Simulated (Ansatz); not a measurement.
Working through energies of removing a hydrogen of AlBrFH, SMILES [F][AlH][Br]

Program: Ansatz 0.2.0, Python API.

Notebook, run cell by cell (the value of a cell's last expression is shown):

```python
import ansatz
```

```python
def energy_of(molecule, charge=0, unpaired=0):
    calc = (
        molecule.calculation()
        .basis(gaussian="cc-pVDZ")
        .functional("cam_b3lyp")
    )
    if charge:
        calc = calc.charge(charge)
    if unpaired:
        calc = calc.spin("collinear", total=unpaired)
    return calc.run().report["free_energy_ev"]
```

```python
def without(molecule, index):
    rest = ansatz.Crystal.molecule()
    for i, site in enumerate(molecule.cartesian_sites):
        if i != index:
            rest = rest.atom(site.symbol, site.position_ang)
    return rest
```

```python
system = (
    ansatz.Crystal.molecule()
    .atom("F", (0.8992, -0.8733, 1.4321))
    .atom("Al", (0.1096, 0.0967, 0.0635))
    .atom("Br", (-1.692, -0.8478, -1.2112))
    .atom("H", (0.7386, 1.5641, -0.3047))
)
```

```python
whole = energy_of(system, 0)
hydrogen = energy_of(ansatz.Crystal.molecule().atom("H", (0, 0, 0)), 0, 1)
print(f"E(molecule) = {whole:.5f} eV, E(H) = {hydrogen:.5f} eV")
for index in [3]:
    radical = energy_of(without(system, index), 0, 1)
    print(f"H{index}: homolysis {(radical + hydrogen - whole):.3f} eV")
```

    E(molecule) = -79381.48566 eV, E(H) = -13.54839 eV
    H3: homolysis 3.514 eV

Notes:
- Total energies depend on the basis set; only differences at equal settings carry meaning.
- The geometry is a force-field or estimated start, not a minimum of this method, and the basis set is short of its limit. All parts are taken at fixed geometry, without zero-point energy.
- The spin-orbit lowering of heavy atoms is left out.
- Run time: 9.6 s on 1 thread of Arm Neoverse N1, on a shared host, peak memory 0.23 GiB.
